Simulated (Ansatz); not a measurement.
# Ag5Pb2O6: the cost of one run

Computed with Ansatz 0.2.0 (DFT LDA, scalar-relativistic, plane waves, PAW, unless a step's input says otherwise).

## 1. The structure to begin with

It takes space group P-31m (No. 162, trigonal). Conventional cell: a = 5.941 Å, b = 5.941 Å, c = 6.435 Å, α = 90.00°, β = 90.00°, γ = 120.00°. Around Ag (site symmetry 3m) lie 3 O at 2.30 Å. Ag (site symmetry 2/m) is surrounded by 2 O at 2.12 Å. Around Pb (site symmetry 32) lie 6 O at 2.22 Å. O (site symmetry m) has 2 Ag at 2.12 to 2.30 Å and 2 Pb at 2.22 Å in its first shell of neighbours.

As a file:

```
Ag Pb O
1.0
     5.94050    0.00000    0.00000
    -2.97025    5.14462    0.00000
     0.00000    0.00000    6.43490
Ag Pb O
5 2 6
Cartesian
  0.0000 0.0000 1.5521
  0.0000 0.0000 4.8828
  2.9703 0.0000 0.0000
  -1.4851 2.5723 0.0000
  1.4851 2.5723 0.0000
  2.9703 1.7149 3.2174
  0.0000 3.4297 3.2174
  3.6882 0.0000 4.4349
  -1.8441 3.1940 4.4349
  1.1262 1.9506 4.4349
  -1.1262 1.9506 2.0000
  2.2523 0.0000 2.0000
  1.8441 3.1940 2.0000
```

The structure comes from the Crystallography Open Database.

(A quick probe on a coarse mesh, which set the mesh and smearing, is not shown.)

## 3. Full relaxation

The input, input.yaml:

```yaml
crystal:
  lattice:
    - [5.9405, 0.0, 0.0]
    - [-2.97025, 5.1446239112, 0.0]
    - [0.0, 0.0, 6.4349]
  atoms:
    - { symbol: Ag, position: [0.0, 0.0, 0.2412] }
    - { symbol: Ag, position: [0.0, 0.0, 0.7588] }
    - { symbol: Ag, position: [0.5, 0.0, 0.0] }
    - { symbol: Ag, position: [0.0, 0.5, 0.0] }
    - { symbol: Ag, position: [0.5, 0.5, 0.0] }
    - { symbol: Pb, position: [0.6666666667, 0.3333333333, 0.5] }
    - { symbol: Pb, position: [0.3333333333, 0.6666666667, 0.5] }
    - { symbol: O, position: [0.62085, 0.0, 0.6892] }
    - { symbol: O, position: [0.0, 0.62085, 0.6892] }
    - { symbol: O, position: [0.37915, 0.37915, 0.6892] }
    - { symbol: O, position: [0.0, 0.37915, 0.3108] }
    - { symbol: O, position: [0.37915, 0.0, 0.3108] }
    - { symbol: O, position: [0.62085, 0.62085, 0.3108] }
basis:
  ecutwfc: 420
kpoints:
  mp_grid: { grid: [9, 9, 6] }
hamiltonian:
  xc: lda
scf:
  occupations: { method: gaussian, width: 0.1 }
output:
  forces: true
  stress: true
  eigenvalues: true
relax:
  adjacent_minimum: "off"
  f_tol: 0.005
  max_steps: 80
  cell: { stress_tol: 0.05 }
```

Started as:

```sh
$ ansatz run input.yaml --threads 4 --pin off --max-ram 10240MiB --backend cpu --events-out ev --progress --plain --runs-dir out
```

Q: Estimate wall time and peak memory on 4 threads of Intel Xeon at 2.50GHz (Skylake/Cascade Lake), shared host.

About 5.6 min, with a peak of 1.3 GiB.
